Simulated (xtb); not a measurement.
**the pair NH3···BH3O3: GFN0-xTB**

We compute an optimisation with harmonic vibrations of the pair NH3···BH3O3. 

Program for the calculation: xtb 6.7.1.

5 further runs of the same task are left out: 5 set aside as unsound or not needed.

## Step 1: The structure to begin with

BNH6O3 has 11 atoms, charge 0, and is taken as a singlet. The run starts from this shape.

Bond lengths: B2–O3 1.363 Å, B2–O4 1.362 Å, B2–O5 1.363 Å, N1–H6 1.011 Å, N1–H8 1.011 Å, O3–H9 0.955 Å, O4–H10 0.955 Å, O5–H11 0.955 Å. Angles: O3–B2–O4 119.9°, O3–B2–O5 119.8°, O4–B2–O5 120.0°, B2–O3–H9 112.6°, B2–O4–H10 112.6°, B2–O5–H11 112.6°, H6–N1–H8 108.7°. A long bond or contact: N1–H7 1.264 Å.

## Step 2: An optimisation with harmonic vibrations at GFN0-xTB

File input.inp:

```
$chrg 0
$spin 0
$end
```

File mol.sdf:

```

     RDKit          3D

 11  9  0  0  0  0  0  0  0  0999 V2000
   -1.4501    0.5939    0.0262 N   0  0  0  0  0  0  0  0  0  0  0  0
    1.0293   -0.2676   -0.1063 B   0  0  0  0  0  0  0  0  0  0  0  0
    0.9876   -1.0224    1.0283 O   0  0  0  0  0  0  0  0  0  0  0  0
    1.4265    1.0339   -0.0424 O   0  0  0  0  0  0  0  0  0  0  0  0
    0.7920   -0.8488   -1.3164 O   0  0  0  0  0  0  0  0  0  0  0  0
   -1.5858    1.4854    0.4842 H   0  0  0  0  0  0  0  0  0  0  0  0
   -1.9987   -0.3065    0.7235 H   0  0  0  0  0  0  0  0  0  0  0  0
   -1.9016    0.6226   -0.8781 H   0  0  0  0  0  0  0  0  0  0  0  0
    1.1664   -0.5119    1.8157 H   0  0  0  0  0  0  0  0  0  0  0  0
    1.4103    1.4654   -0.8946 H   0  0  0  0  0  0  0  0  0  0  0  0
    0.5186   -1.7609   -1.2378 H   0  0  0  0  0  0  0  0  0  0  0  0
  3  2  1  0
  4  2  1  0
  5  2  1  0
  6  1  1  0
  7  1  1  0
  8  1  1  0
  9  3  1  0
 10  4  1  0
 11  5  1  0
M  END
$$$$
```

Launch:

```console
$ xtb mol.sdf --ohess vtight --dipole -I input.inp --gfn 0 > run.log
```

**Question.** What will come out? Wanted: total energy at the end; dipole moment; HOMO energy; LUMO energy; HOMO–LUMO gap; dispersion energy; mean polarisability; lowest harmonic wavenumber; highest harmonic wavenumber.

Answer, from the run:

Level: GFN0-xTB.

| quantity | value |
| --- | --- |
| total energy at the end | -17.47175 Eh |
| dipole moment | 2.41 D |
| HOMO energy | -11.67 eV |
| LUMO energy | -5.45 eV |
| HOMO–LUMO gap | 6.22 eV |
| dispersion energy | -6.07 kJ/mol |
| mean polarisability (D4 model) | 48.9 bohr³ |
| lowest harmonic wavenumber | 36 cm⁻¹ |
| highest harmonic wavenumber | 3535 cm⁻¹ |
| zero-point energy | 204.1 kJ/mol |

In words: At the final geometry: Bond lengths: B2–O3 1.368 Å, B2–O4 1.363 Å, B2–O5 1.365 Å, N1–H6 1.006 Å, N1–H7 1.007 Å, N1–H8 1.006 Å, O3–H9 0.954 Å, O4–H10 0.953 Å, O5–H11 0.954 Å. Angles: O3–B2–O4 119.6°, O3–B2–O5 119.6°, O4–B2–O5 119.9°, B2–O3–H9 116.1°, B2–O4–H10 116.5°, B2–O5–H11 116.2°, H6–N1–H7 110.5°, H6–N1–H8 110.4°, H7–N1–H8 110.6°. All 27 modes are real, so the shape is a minimum at this level.
